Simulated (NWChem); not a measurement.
# SiH4SO3 (SMILES O[Si](O)(O)S) at 4 levels

We compute a comparison of 4 runs (HF/STO-3G, HF/3-21G, B3LYP/6-31G*) of SiH4SO3. 

Program for the calculation: NWChem 7.3.0.

### Step 1. The molecule

SiH4SO3 has 9 atoms, charge 0, and is taken as a singlet. SMILES: `O[Si](O)(O)S`. The coordinates come from a PBE0-D4/def2-TZVP relaxation. This is one conformer, not always the lowest.

Bond lengths: O1–Si2 1.629 Å, Si2–O3 1.630 Å, Si2–O4 1.634 Å, Si2–S5 2.124 Å, O1–H6 0.960 Å, O3–H7 0.958 Å, O4–H8 0.959 Å, S5–H9 1.343 Å. Angles: O1–Si2–O3 106.0°, O1–Si2–O4 115.7°, O1–Si2–S5 107.1°, O3–Si2–O4 106.4°, O3–Si2–S5 115.9°, O4–Si2–S5 106.1°, Si2–O1–H6 116.0°, Si2–O3–H7 117.4°, Si2–O4–H8 117.3°, Si2–S5–H9 93.7°.

### Step 2. Energy and gradient at HF/STO-3G (run 1)

Contents of calc.nw:

```
start calc
title "H4O3SSi hf"
memory stack 880 mb heap 220 mb global 1100 mb
charge 0

geometry noautosym nocenter noautoz
O       -1.134900       1.001300      -0.500000
Si      -0.027400      -0.095500      -0.026200
O        0.925800      -0.360400      -1.322200
O       -0.619400      -1.552500       0.417400
S        0.939000       0.696200       1.691100
H       -1.375400       0.981600      -1.428900
H        1.559500      -1.077100      -1.264900
H       -1.151300      -1.586800       1.214200
H        0.972600       1.946800       1.202400
end

basis spherical bse
* library STO-3G
end

scf
thresh 1e-08
maxiter 80
print low
end

task scf gradient
```

Launch:

```console
$ nwchem calc.nw > calc.out
```

Output:

```text
[...]
  functions       =    37
[...]
  wavefunction    = RHF
[...]
         Total SCF energy =   -902.700836936509
      One-electron energy =  -1898.470589681925
      Two-electron energy =    674.242615808329
 Nuclear repulsion energy =    321.527136937088
        Time for solution =      1.6s
[...]
                         RHF ENERGY GRADIENTS
    atom               coordinates                        gradient
                 x          y          z           x          y          z
   1 O      -2.144650   1.892183  -0.944863    0.008984  -0.014911  -0.024903
   2 Si     -0.051778  -0.180469  -0.049511   -0.014026   0.000671  -0.026434
   3 O       1.749508  -0.681057  -2.498596    0.009619  -0.022243   0.021175
   4 O      -1.170496  -2.933800   0.788772   -0.006871   0.019427   0.028225
   5 S       1.774453   1.315627   3.195716    0.002945  -0.011866   0.014814
   6 H      -2.599129   1.854955  -2.700229    0.000796   0.006994   0.024339
   7 H       2.947028  -2.035424  -2.390314   -0.012846   0.020176  -0.009701
   8 H      -2.175642  -2.998617   2.294505    0.012246  -0.007739  -0.020989
   9 H       1.837947   3.678919   2.272207   -0.000847   0.009494  -0.006525
 Task  times  cpu:        2.0s     wall:        2.0s
[...]
```

Run time: 2.6 s. Hardware: 1 thread of Intel Xeon 6975P-C (Granite Rapids), shared host; peak memory 0.097 GiB.

### Step 3. Energy and forces at HF/3-21G (run 2)

Contents of sp.nw:

```
start sp
title "H4O3SSi"
memory total 2200 mb
geometry noautosym nocenter noautoz
O       -1.134900       1.001300      -0.500000
Si      -0.027400      -0.095500      -0.026200
O        0.925800      -0.360400      -1.322200
O       -0.619400      -1.552500       0.417400
S        0.939000       0.696200       1.691100
H       -1.375400       0.981600      -1.428900
H        1.559500      -1.077100      -1.264900
H       -1.151300      -1.586800       1.214200
H        0.972600       1.946800       1.202400
end
basis spherical bse
* library 3-21G
end
scf
thresh 1e-08
maxiter 80
end
task scf gradient
```

Launch:

```console
$ nwchem sp.nw > sp.out
```

Output:

```text
[...]
  functions       =    61
[...]
  wavefunction    = RHF
[...]
         Total SCF energy =   -908.793858234127
      One-electron energy =  -1898.545613055954
      Two-electron energy =    668.224617884740
 Nuclear repulsion energy =    321.527136937088
        Time for solution =      2.2s
[...]
                         RHF ENERGY GRADIENTS
    atom               coordinates                        gradient
                 x          y          z           x          y          z
   1 O      -2.144650   1.892183  -0.944863    0.006872  -0.005671   0.006818
   2 Si     -0.051778  -0.180469  -0.049511    0.002947   0.004863   0.002824
   3 O       1.749508  -0.681057  -2.498596   -0.010848   0.004446   0.006235
   4 O      -1.170496  -2.933800   0.788772    0.007591   0.005373  -0.007304
   5 S       1.774453   1.315627   3.195716   -0.009503  -0.010853  -0.013131
   6 H      -2.599129   1.854955  -2.700229    0.008281  -0.007379   0.005185
   7 H       2.947028  -2.035424  -2.390314   -0.007238   0.003627   0.010525
   8 H      -2.175642  -2.998617   2.294505    0.005489   0.012154  -0.004244
   9 H       1.837947   3.678919   2.272207   -0.003591  -0.006561  -0.006909
[...]
```

Run time: 3.6 s. Hardware: 1 thread of Intel Xeon 6975P-C (Granite Rapids), shared host; peak memory 0.099 GiB.

Run 3 isn't shown in full; the table further down has it.

### Step 4. Energy and forces at B3LYP/6-31G(d) (Cartesian functions) (run 4)

Contents of h4o3ssi.nw:

```
start h4o3ssi
memory 2200 mb
geometry units angstrom noautosym nocenter noautoz
 O     -1.134900     1.001300    -0.500000
 Si    -0.027400    -0.095500    -0.026200
 O      0.925800    -0.360400    -1.322200
 O     -0.619400    -1.552500     0.417400
 S      0.939000     0.696200     1.691100
 H     -1.375400     0.981600    -1.428900
 H      1.559500    -1.077100    -1.264900
 H     -1.151300    -1.586800     1.214200
 H      0.972600     1.946800     1.202400
end
basis
 * library 6-31G*
end
dft
 xc b3lyp
 grid fine
 convergence energy 1e-08
 iterations 100
 mulliken
 print medium
end
task dft gradient
```

Launch:

```console
$ nwchem h4o3ssi.nw > h4o3ssi.out
```

Output:

```text
[...]
          Wavefunction type:  closed shell.
          No. of atoms     :     9
          No. of electrons :    58
[...]
          Charge           :     0
          Spin multiplicity:     1
[...]
          AO basis - number of functions:    91
[...]
              XC Information
              --------------
                         B3LYP Method XC Potential
                     Hartree-Fock (Exact) Exchange  0.200
                        Slater Exchange Functional  0.800 local
                    Becke 1988 Exchange Functional  0.720 non-local
              Lee-Yang-Parr Correlation Functional  0.810
                  VWN I RPA Correlation Functional  0.190 local
[...]
 d= 0,ls=0.0,diis     1   -915.7968871968 -1.24D+03  1.75D-02  1.29D+00     1.9
[...]
 d= 0,ls=0.0,diis    10   -915.9170214372 -2.56D-09  3.97D-07  9.90D-10    15.5
         Total DFT energy =     -915.917021437198
      One electron energy =    -1905.689826301115
           Coulomb energy =      742.352674306231
    Exchange-Corr. energy =      -74.107006379401
 Nuclear repulsion energy =      321.527136937088
[...]
      Total Density - Mulliken Population Analysis
     ---------------------------------------------
    Atom       Charge   Shell Charges
 -----------   ------   -------------------------------------------------------
    1 O    8     8.67   1.99  0.90  2.96  0.89  1.88  0.04
    2 Si  14    13.08   2.00  1.99  5.96  0.93  1.53 -0.03  0.35  0.36
    3 O    8     8.67   1.99  0.90  2.96  0.89  1.88  0.04
    4 O    8     8.67   1.99  0.90  2.96  0.90  1.88  0.04
    5 S   16    16.33   2.00  1.99  5.97  1.39  3.12  0.52  1.32  0.02
    6 H    1     0.56   0.47  0.10
    7 H    1     0.57   0.47  0.10
    8 H    1     0.57   0.47  0.10
    9 H    1     0.88   0.50  0.38
[...]
  wavefunction    = closed shell
[...]
```

Wall time 21 s (1 thread of Intel Xeon 6975P-C (Granite Rapids), shared host); peak memory 0.12 GiB.

### Step 5. Overview of the runs

```tsv
run	level	iteration cap	module	energy (Eh)	largest force (eV/Å)	wall time
1	HF/STO-3G	80	scf	-902.700837	1.797	2.6 s
2	HF/3-21G	80	scf	-908.793858	1.003	3.6 s
3	B3LYP/6-31G* (spherical functions)	100	dft	-915.908024	0.680	35 s
4	B3LYP/6-31G* (Cartesian functions)	100	dft	-915.917021	0.658	21 s
```

### Step 6. Results

```
                       quantity          value
            run 4: total energy  -915.91702 Eh
           run 4: dipole moment         1.09 D
             run 4: HOMO energy       -7.16 eV
             run 4: LUMO energy        0.66 eV
           run 4: HOMO–LUMO gap        7.82 eV
run 4: largest force on an atom     0.658 eV/Å
```

**Reading.** Over runs 2, 3, 4 the dipole moment (its size) runs from 1.09 D (B3LYP/6-31G*) to 1.46 D (HF/3-21G). The two ends differ in method and basis. Over runs 2, 3, 4 the HOMO–LUMO gap runs from 7.82 eV (B3LYP/6-31G*) to 15.62 eV (HF/3-21G). In run 1 the basis is minimal, so the values are rough. All runs together took 62 s, the longest 35 s.
